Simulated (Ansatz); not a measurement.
# C₃H₅B: a ladder of functionals and wavefunction methods

One table from this session's results is given with a row withheld; the runs are named, their logs left out.

The runs use Ansatz 0.2.0, Gaussian basis; functionals in def2-TZVPP, the program's frozen cores in correlated methods.

The runs, in order: LDA (SPW92), PBE-D4, revPBE-D4, BLYP-D4, r2SCAN-D4, B97M-V, PBE0-D4, B3LYP-D4, r2SCANh-D4, r2SCAN0-D4, HSE06-D4, BHLYP-D4, CAM-B3LYP-D4, LC-ωPBE, ωB97X-V, ωB97M-V, B2PLYP, PBE-QIDH; CCSD(T)/def2-SVP; CCSD(T)/def2-TZVPP; MP2/def2-QZVPP; extrapolation to the limit; RPA on PBE.

### The relaxed structure

The geometry comes from an earlier relaxation with PBE0-D4 in a triple-zeta def2 set; it is a stationary point, not always the lowest conformer.

SMILES `BC#CC`, 9 atoms, charge 0, spin multiplicity 1.

Atoms are counted from 1 here; the program's logs count them from 0.

Bond lengths: B1–C2 1.493 Å, B1–H5 1.195 Å, B1–H6 1.195 Å, C2–C3 1.214 Å, C3–C4 1.444 Å, C4–H7 1.094 Å, C4–H8 1.093 Å, C4–H9 1.092 Å. Angles: C2–B1–H5 120.2°, C2–B1–H6 120.2°, H5–B1–H6 119.7°, B1–C2–C3 179.9°, C2–C3–C4 179.6°, C3–C4–H7 109.6°, C3–C4–H8 111.1°, C3–C4–H9 111.7°, H7–C4–H8 107.5°, H7–C4–H9 108.0°, H8–C4–H9 108.9°.

The first run:

in.yaml

```yaml
crystal:
  periodic: [false, false, false]
  atoms:
    - {symbol: B, position_ang: [-0.086628, 2.047041, -1.052802]}
    - {symbol: C, position_ang: [-0.032631, 0.718527, -0.372812]}
    - {symbol: C, position_ang: [0.013274, -0.360584, 0.180741]}
    - {symbol: C, position_ang: [0.078592, -1.644371, 0.839130]}
    - {symbol: H, position_ang: [0.200559, 2.142225, -2.209206]}
    - {symbol: H, position_ang: [-0.415798, 3.020964, -0.442942]}
    - {symbol: H, position_ang: [1.116365, -1.868465, 1.103087]}
    - {symbol: H, position_ang: [-0.272138, -2.442773, 0.180303]}
    - {symbol: H, position_ang: [-0.513094, -1.658765, 1.757400]}
basis:
  gaussian: {orbitals: def2-TZVPP}
hamiltonian: {xc: lda}
output: {orbitals: {seedname: orbitals}}
```

Started as:

```console
ansatz run in.yaml --threads 2 --pin off --events-out ev --progress --plain --max-ram 4352MiB
```

Among the steps run: LDA; PBE-D4 (GGA); revPBE-D4 (GGA); BLYP-D4 (GGA); r2SCAN-D4 (meta-GGA); B97M-V (meta-GGA); PBE0-D4 (hybrid); B3LYP-D4 (hybrid); r2SCANh-D4 (hybrid); r2SCAN0-D4 (hybrid); HSE06-D4 (hybrid); BHLYP-D4 (hybrid); CAM-B3LYP-D4 (range-separated); LC-ωPBE (range-separated); ωB97X-V (range-separated); ωB97M-V (range-separated); B2PLYP (double hybrid); PBE-QIDH (double hybrid).

One table of the session follows, with a row left open; its other results are not shown here.

It belongs to the step «Frontier levels by functional». 

```
  functional  HOMO (eV)  LUMO (eV)  gap (eV)
 LDA (SPW92)      -6.38      -3.18      3.20
      PBE-D4      -6.27      -2.93      3.34
   revPBE-D4      -6.22      -2.83      3.39
     BLYP-D4      -6.13      -2.76      3.38
   r2SCAN-D4      -6.46      -2.62      3.84
      B97M-V      -6.51      -2.63      3.88
     PBE0-D4      -7.45      -1.99      5.46
    B3LYP-D4      -7.24      -2.18      5.06
  r2SCANh-D4      -6.91      -2.29      4.62
  r2SCAN0-D4      -7.59      -1.81      5.78
    HSE06-D4      -7.05      -2.37      4.68
    BHLYP-D4      -8.52      -0.94      7.58
CAM-B3LYP-D4      -8.79      -0.90      7.89
     LC-ωPBE     -10.16       0.22     10.38
     ωB97X-V      -9.78       0.17      9.94
     ωB97M-V          ?          ?         ?
```

**Question.** Estimate the row for ωB97M-V.

As computed: HOMO (eV): -9.66; LUMO (eV): -0.02; gap (eV): 9.64. In the column «HOMO (eV)» it lies between ωB97X-V (-9.78) and CAM-B3LYP-D4 (-8.79).
